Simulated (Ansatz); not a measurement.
# BaSc2: the cost of one run

Computed with Ansatz 0.2.0 (DFT PBE, scalar-relativistic, plane waves, PAW, unless a step's input says otherwise).

### Step 1. The system as given

The structure is tetragonal, space group I4_1/amd (No. 141). The conventional cell has a = 5.024 Å, b = 5.024 Å, c = 12.629 Å, α = 90.00°, β = 90.00°, γ = 90.00°. Around Ba (site symmetry -4m2) lie 6 Sc at 2.57 to 2.61 Å. Sc (site symmetry 2mm) is surrounded by 3 Ba at 2.57 to 2.61 Å.

Coordinates:

```
Ba Sc
1.0
    -2.51205    2.51205    6.31431
     2.51205   -2.51205    6.31431
     2.51205    2.51205   -6.31431
Ba Sc
2 4
Direct
  0.00000 0.00000 0.00000
  0.75000 0.25000 0.50000
  0.20660 0.20660 0.00000
  0.95660 0.45660 0.50000
  0.54340 0.04340 0.50000
  0.79340 0.79340 0.00000
```

(A quick probe on a coarse mesh, which set the mesh and smearing, is not shown.)

### Step 3. A loose first relaxation

The input, input.yaml:

```yaml
crystal:
  lattice:
    - [-2.5120508966, 2.5120508966, 6.3143070621]
    - [2.5120508966, -2.5120508966, 6.3143070621]
    - [2.5120508966, 2.5120508966, -6.3143070621]
  atoms:
    - { symbol: Ba, position: [0.0, 0.0, 0.0] }
    - { symbol: Ba, position: [0.75, 0.25, 0.5] }
    - { symbol: Sc, position: [0.2066, 0.2066, 0.0] }
    - { symbol: Sc, position: [0.9566, 0.4566, 0.5] }
    - { symbol: Sc, position: [0.5434, 0.0434, 0.5] }
    - { symbol: Sc, position: [0.7934, 0.7934, 0.0] }
basis:
  ecutwfc: 420
kpoints:
  mp_grid: { grid: [6, 6, 6] }
hamiltonian:
  xc: pbe
scf:
  occupations: { method: gaussian, width: 0.1 }
  lower_state_search: "off"
output:
  forces: true
  stress: true
  eigenvalues: true
relax:
  adjacent_minimum: "off"
  f_tol: 0.04
  max_steps: 70
  cell: { stress_tol: 0.4 }
```

Launch:

```sh
$ ansatz run input.yaml --threads 1 --pin off --max-ram 2560MiB --backend cpu --events-out ev --progress --plain --runs-dir out
```

What time and memory should one allow on 1 thread of Intel Xeon 6975P-C (Granite Rapids), shared host?

About 4.1 min, with a peak of 0.58 GiB.
